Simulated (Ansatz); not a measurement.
# Cd3C4: the cost of one run

Program: Ansatz 0.2.0. Level of theory: DFT PBE, scalar-relativistic, plane waves, PAW. These are calculated values, not measurements.

**1. The system as given**

The structure is cubic, space group Pm-3m (No. 221). The conventional cell has a = 4.638 Å, b = 4.638 Å, c = 4.638 Å, α = 90.00°, β = 90.00°, γ = 90.00°. Around Cd (site symmetry 4/mmm) lie 6 C at 2.32 Å. C (site symmetry m-3m) has 6 Cd at 2.32 Å as nearest neighbours. Around C (site symmetry 4/mmm) lie 4 Cd at 2.32 Å.

Coordinates:

```
CELL_PARAMETERS angstrom
4.63812 0.00000 0.00000
0.00000 4.63812 0.00000
0.00000 0.00000 4.63812
ATOMIC_POSITIONS crystal
Cd 0.50000 0.50000 0.00000
Cd 0.00000 0.50000 0.50000
Cd 0.50000 0.00000 0.50000
C 0.50000 0.50000 0.50000
C 0.50000 0.00000 0.00000
C 0.00000 0.50000 0.00000
C 0.00000 0.00000 0.50000
```

The cell is invented: species swapped into a database cell of W3N4 (Pm-3m, No. 221), with Cd on the W sites and C on the N sites. Its size is a rough estimate.

**2. A first look at the guess**

Input file input.yaml:

```yaml
crystal:
  lattice:
    - [4.63812377, 0.0, 0.0]
    - [0.0, 4.63812377, 0.0]
    - [0.0, 0.0, 4.63812377]
  atoms:
    - { symbol: Cd, position: [0.5, 0.5, 0.0] }
    - { symbol: Cd, position: [0.0, 0.5, 0.5] }
    - { symbol: Cd, position: [0.5, 0.0, 0.5] }
    - { symbol: C, position: [0.5, 0.5, 0.5] }
    - { symbol: C, position: [0.5, 0.0, 0.0] }
    - { symbol: C, position: [0.0, 0.5, 0.0] }
    - { symbol: C, position: [0.0, 0.0, 0.5] }
basis:
  ecutwfc: 420
kpoints:
  mp_grid: { grid: [4, 4, 4] }
hamiltonian:
  xc: pbe
scf:
  occupations: { method: gaussian, width: 0.1 }
  lower_state_search: "off"
output:
  forces: true
  stress: true
  eigenvalues: true
```

Run with:

```bash
$ ansatz run input.yaml --threads 1 --pin off --max-ram 2048MiB --backend cpu --events-out ev --progress --plain --runs-dir out
```

**Question.** How long does this run take on 1 thread of Arm Neoverse V1, shared host, and how much memory does it need?

About 2.4 s, with a peak of 0.34 GiB.
